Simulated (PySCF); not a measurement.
**[OsO3Cl]−: other functionals and bases at one geometry**

An exercise on one series of results from a longer session: the logs are not shown, and one member is left open.

Computed with PySCF 2.14.0. Level: several levels, as the steps say, no spin–orbit coupling.

3 further runs of the same task are left out: 2 for a known fault of the program, 1 that didn't finish.

### Where the work starts

5 atoms, charge -1, spin multiplicity 1.

Bond lengths: Os1–O2 1.749 Å, Os1–O3 1.742 Å, Os1–O4 1.749 Å, Os1–Cl5 2.479 Å. Angles: O2–Os1–O3 105.6°, O2–Os1–O4 136.1°, O2–Os1–Cl5 85.9°, O3–Os1–O4 105.6°, O3–Os1–Cl5 144.9°, O4–Os1–Cl5 85.9°.

Coordinates:

```xyz
5
charge -1, multiplicity 1
Os    0.0000    0.2364    0.0342
O     1.6221   -0.0230    0.6342
O     0.0000    1.8422   -0.6411
O    -1.6221   -0.0230    0.6342
Cl    0.0000   -2.1858   -0.4930
```

Formal oxidation states: Os +6. An earlier session relaxed this geometry at BP86, Os def2-SVP with ECP60, O def2-SVP, Cl def2-SVP (singlet, point group Cs).

At BP86 on the finer grid: E = -776.578845 Eh, HOMO -0.32 eV, LUMO 0.81 eV, Mulliken charge on Os1 +0.56 e, largest force component 0.021 eV/Å. 

Levels to run: wB97X; PBE0; M06-L; TPSSh; BP86, TZVP; BP86, x2c-SVP. Hardware: 2 threads of Arm Neoverse V1, shared host.

The first run:

The input, run.py (the lines that set the calculation):

```python
mol = gto.M(atom='''
Os     0.00000     0.23635     0.03421
O      1.62206    -0.02297     0.63418
O      0.00000     1.84224    -0.64105
O     -1.62206    -0.02297     0.63418
Cl     0.00000    -2.18579    -0.49302''',
    basis={'Os': 'def2-SVP', 'O': 'def2-SVP', 'Cl': 'def2-SVP'},
    ecp={'Os': 'def2-SVP'},
    charge=-1, spin=0)
mf = dft.RKS(mol, xc='WB97X')
mf.grids.atom_grid = (75, 302)
mf = mf.density_fit()  # fitting sets: Os def2-universal-JKFIT, O def2-universal-JKFIT, Cl def2-universal-JKFIT
mf.conv_tol = 1e-08; mf.max_cycle = 55
mf.kernel(dm0)  # dm0: the density of the relaxed state
```

Launch:

```console
$ OMP_NUM_THREADS=2 python run.py
```

Among the steps run: wB97X; PBE0; M06-L; TPSSh; BP86, TZVP; BP86, x2c-SVP.

One table of the session follows, with a row left open; its other results are not shown here.

| level | HOMO (eV) | gap (eV) | charge on Os1 (e) | dipole (D) | largest force component (eV/Å) |
| --- | --- | --- | --- | --- | --- |
| BP86 (relaxed here) | -0.32 | 1.13 | 0.56 | 1.51 | 0.02 |
| wB97X | -4.17 | 7.76 | 0.82 | 1.80 | 1.86 |
| PBE0 | -1.76 | 3.27 | 0.76 | 1.58 | 1.41 |
| M06-L | -0.51 | 1.30 | 0.96 | 1.81 | 0.51 |
| TPSSh | ? | ? | ? | ? | ? |
| BP86, TZVP | -0.66 | 1.11 | 0.94 | 1.89 | 0.15 |
| BP86, x2c-SVP | -0.46 | 1.08 | 0.25 | 1.26 | 0.71 |

Estimate the missing values for TPSSh.

The run gave: HOMO (eV): -0.97; gap (eV): 2.13; charge on Os1 (e): 0.74; dipole (D): 1.66; largest force component (eV/Å): 0.62. In the column «HOMO (eV)» it lies between PBE0 (-1.76) and BP86, TZVP (-0.66).

The dipole of a charged species depends on the origin, so these sizes hold for this origin alone.

In one basis the HOMO–LUMO gap runs from 1.13 eV (BP86) to 7.76 eV (wB97X). The largest leftover force, 1.86 eV/Å with wB97X, stands at a geometry relaxed at another level. Total energies of different levels can't be compared.
